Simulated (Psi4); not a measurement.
# TiF4 (SMILES [F][Ti]([F])([F])[F]) at HF/3-21G

Aim: the energy change on altering one bond length of TiF4 at HF/3-21G, from 2 runs. 

The results are computed with Psi4 1.11.

4 further runs of the same task are left out: 4 that didn't finish.

## 1. The structure to begin with

TiF4: 5 atoms, total charge 0, spin state singlet. SMILES: `[F][Ti]([F])([F])[F]`. The coordinates come from a PBE0-D4/def2-TZVP relaxation.

Bond lengths: F1–Ti2 1.740 Å, Ti2–F3 1.740 Å, Ti2–F4 1.740 Å, Ti2–F5 1.740 Å. Angles: F1–Ti2–F3 109.5°, F1–Ti2–F4 109.5°, F1–Ti2–F5 109.5°, F3–Ti2–F4 109.5°, F3–Ti2–F5 109.5°, F4–Ti2–F5 109.5°.

## 2. Energy and forces at HF/3-21G

File f4ti.json:

```json
{
  "schema_name": "qcschema_input",
  "schema_version": 1,
  "molecule": {
    "schema_name": "qcschema_molecule",
    "schema_version": 2,
    "symbols": ["F", "Ti", "F", "F", "F"],
    "geometry": [0.33079656, -1.42993686, 2.94137761, -1.89e-05, 7.559e-05, 3.779e-05, -2.36240332, 2.28097502, 0.15027102, -0.80816027, -2.26908864, -2.23683102, 2.83976704, 1.41801269, -0.85485541],
    "molecular_charge": 0,
    "molecular_multiplicity": 1,
    "fix_symmetry": "c1"
  },
  "driver": "gradient",
  "model": {
    "method": "scf",
    "basis": "3-21G"
  },
  "keywords": {
    "puream": true,
    "e_convergence": 1e-09,
    "d_convergence": 1e-08,
    "scf_type": "pk",
    "scf_properties": ["DIPOLE", "LOWDIN_CHARGES", "WIBERG_LOWDIN_INDICES"]
  }
}
```

On the command line:

```bash
psi4 --qcschema f4ti.json -n 1 --memory 2200MB
```

stdout:

```text
[...]
  Running in c1 symmetry.
[...]
  Nuclear repulsion =  331.469148622665500
[...]
  Multiplicity = 1
[...]
  Nalpha       = 29
  Nbeta        = 29
[...]
    Number of basis functions: 63
[...]
   @RHF iter   1: -1239.78874457379743   -2.34298e+00   1.47128e-02 DIIS/ADIIS
[...]
   @RHF iter  11: -1240.16590914761673   -9.09495e-13   2.13452e-09 DIIS
[...]
    Orbital Energies [Eh]
    ---------------------
    Doubly Occupied:
       1A   -182.476515     2A    -26.178561     3A    -26.178405
       4A    -26.178404     5A    -26.178401     6A    -21.758573
       7A    -18.105134     8A    -18.105134     9A    -18.105134
      10A     -3.173196    11A     -2.090869    12A     -2.090865
      13A     -2.090864    14A     -1.569650    15A     -1.549768
      16A     -1.549764    17A     -1.549760    18A     -0.696854
      19A     -0.696852    20A     -0.696845    21A     -0.683821
      22A     -0.683812    23A     -0.655640    24A     -0.643592
      25A     -0.643591    26A     -0.643590    27A     -0.630570
      28A     -0.630567    29A     -0.630567
[...]
  @RHF Final Energy: -1240.16590914761673
   => Energetics <=
    Nuclear Repulsion Energy =            331.4691486226655002
    One-Electron Energy =               -2369.5395184773574329
    Two-Electron Energy =                 797.9044607070752591
    Total Energy =                      -1240.1659091476167305
[...]
 Multipole Moments:
 ------------------------------------------------------------------------------------
     Multipole            Electronic (a.u.)      Nuclear  (a.u.)        Total (a.u.)
 ------------------------------------------------------------------------------------
 L = 1.  Multiply by 2.5417464519 to convert [e a0] to [Debye]
 Dipole X            :         -0.0000323            0.0000083           -0.0000240
 Dipole Y            :          0.0001955           -0.0000372            0.0001582
 Dipole Z            :          0.0001042           -0.0000207            0.0000836
 Magnitude           :                                                    0.0001805
[...]
  -Total Gradient:
     Atom            X                  Y                   Z
    ------   -----------------  -----------------  -----------------
       1        0.002339555748    -0.010129551766     0.020834148697
       2        0.000002840515     0.000008328983     0.000002799038
       3       -0.016736674216     0.016156414241     0.001068012102
       4       -0.005717342038    -0.016071499272    -0.015844305406
       5        0.020111619990     0.010036307813    -0.006060654432
[...]
```

The result, in JSON:

```text
{
 "driver": "gradient",
 "model": {
  "method": "scf",
  "basis": "3-21G"
 },
 "success": true,
 "return_result": [0.002339555748134055, -0.0101295517655684, 0.02083414869669012, 2.8405150265392587e-06, 8.328982867122914e-06, 2.799037857588102e-06, -0.0167366742157537, 0.016156414240950323, 0.0010680121019022194, -0.005717342037730298, -0.016071499272245382, -0.015844305405629144, 0.02011161999012681, 0.010036307813254125, -0.006060654431721095],
 "properties": {
  "calcinfo_nbasis": 63,
  "calcinfo_nmo": 63,
  "calcinfo_nalpha": 29,
  "calcinfo_nbeta": 29,
  "calcinfo_natom": 5,
  "nuclear_repulsion_energy": 331.4691486226655,
  "return_energy": -1240.1659091476167,
  "return_gradient": [0.002339555748134055, -0.0101295517655684, 0.02083414869669012, 2.8405150265392587e-06, 8.328982867122914e-06, 2.799037857588102e-06, -0.0167366742157537, 0.016156414240950323, 0.0010680121019022194, -0.005717342037730298, -0.016071499272245382, -0.015844305405629144, 0.02011161999012681, 0.010036307813254125, -0.006060654431721095],
  "scf_one_electron_energy": -2369.5395184773574,
  "scf_two_electron_energy": 797.9044607070753,
  "scf_dipole_moment": [-2.4016133188843602e-05, 0.0001582324088343634, 8.355425783906911e-05],
  "scf_total_energy": -1240.1659091476167,
  "scf_total_gradient": [0.002339555748134055, -0.0101295517655684, 0.02083414869669012, 2.8405150265392587e-06, 8.328982867122914e-06, 2.799037857588102e-06, -0.0167366742157537, 0.016156414240950323, 0.0010680121019022194, -0.005717342037730298, -0.016071499272245382, -0.015844305405629144, 0.02011161999012681, 0.010036307813254125, -0.006060654431721095],
  "scf_iterations": 11
 }
}
```

It took 3.6 s on 1 thread of AMD EPYC 7B13 (Zen 3), shared host; peak memory 0.22 GiB.

## 3. The distorted shape

File input.dat:

```
memory 2200 MB

molecule mol {
  0 1
  F      0.239186    -0.576604     1.734033
  Ti     0.064126     0.180126     0.177543
  F     -1.185994     1.387126     0.257043
  F     -0.427660    -1.200750    -1.183680
  F      1.566876     0.930466    -0.274847
  symmetry c1
}

set globals {
  reference rhf
  puream true
  e_convergence 1e-09
  d_convergence 1e-08
  scf_type pk
}

E, wfn = gradient('hf/3-21G', return_wfn=True)
oeprop(wfn, 'LOWDIN_CHARGES', 'WIBERG_LOWDIN_INDICES', 'QUADRUPOLE')
```

On the command line:

```bash
psi4 -n 1 input.dat output.dat
```

output.dat, cut to the lines that bear on the results:

```text
[...]
  Running in c1 symmetry.
[...]
  Nuclear repulsion =  320.404965506897213
[...]
  Multiplicity = 1
[...]
  Nalpha       = 29
  Nbeta        = 29
[...]
    Number of basis functions: 63
[...]
   @RHF iter   1: -1239.71258686896499   -2.38074e+00   1.49638e-02 ADIIS/DIIS
[...]
   @RHF iter  13: -1240.12618357992801   -2.27374e-12   4.93601e-09 DIIS
[...]
  @RHF Final Energy: -1240.12618357992801
   => Energetics <=
    Nuclear Repulsion Energy =            320.4049655068972129
    One-Electron Energy =               -2346.9880719795851292
    Two-Electron Energy =                 786.4569228927598488
    Total Energy =                      -1240.1261835799280107
[...]
  -Total Gradient:
     Atom            X                  Y                   Z
    ------   -----------------  -----------------  -----------------
       1        0.002932934719    -0.014663279284     0.027801002081
       2        0.020493373356     0.057538568250     0.056713251140
       3       -0.023222157646     0.021376026149     0.000698455368
       4       -0.027503690743    -0.077239896817    -0.076141642388
       5        0.027299540314     0.012988581705    -0.009071066198
[...]
 Multipole Moments:
 ------------------------------------------------------------------------------------
     Multipole            Electronic (a.u.)      Nuclear  (a.u.)        Total (a.u.)
 ------------------------------------------------------------------------------------
 L = 1.  Multiply by 2.5417464519 to convert [e a0] to [Debye]
 Dipole X            :          0.1561476           -0.0132582            0.1428894
 Dipole Y            :          0.4387200           -0.0372878            0.4014322
 Dipole Z            :          0.4323912           -0.0367411            0.3956501
 Magnitude           :                                                    0.5814673
 L = 2.  Multiply by 1.3450342976 to convert [e a0^2] to [Debye ang]
 Quadrupole XX       :       -160.8696475          131.5447327          -29.3249148
 Quadrupole XY       :         -5.7161665            5.2550879           -0.4610786
[...]
```

Wall time 3.3 s (1 thread of AMD EPYC 7B13 (Zen 3), shared host); peak memory 0.22 GiB.

## 4. Results

Level: HF/3-21G.

| quantity | value |
| --- | --- |
| first shape: total energy | -1240.16591 Eh |
| first shape: dipole moment | 0.00 D |
| first shape: HOMO energy | -17.16 eV |
| first shape: LUMO energy | 1.05 eV |
| first shape: HOMO–LUMO gap | 18.20 eV |
| first shape: largest force on an atom | 1.197 eV/Å |
| distorted shape: total energy | -1240.12618 Eh |
| distorted shape: dipole moment | 1.48 D |
| distorted shape: HOMO energy | -15.52 eV |
| distorted shape: LUMO energy | 0.17 eV |
| distorted shape: HOMO–LUMO gap | 15.69 eV |
| distorted shape: largest force on an atom | 5.754 eV/Å |
| energy change with the Ti2–F4 bond stretched from 1.740 to 2.000 Å | 1.081 eV |

**Reading.** With the Ti2–F4 bond stretched from 1.740 to 2.000 Å the energy rises by 1.08 eV (104 kJ/mol). The first shape isn't relaxed at this level, so the change isn't measured from a minimum. The largest force (first shape) is 1.20 eV/Å: the shape isn't a stationary point for this species at this level.
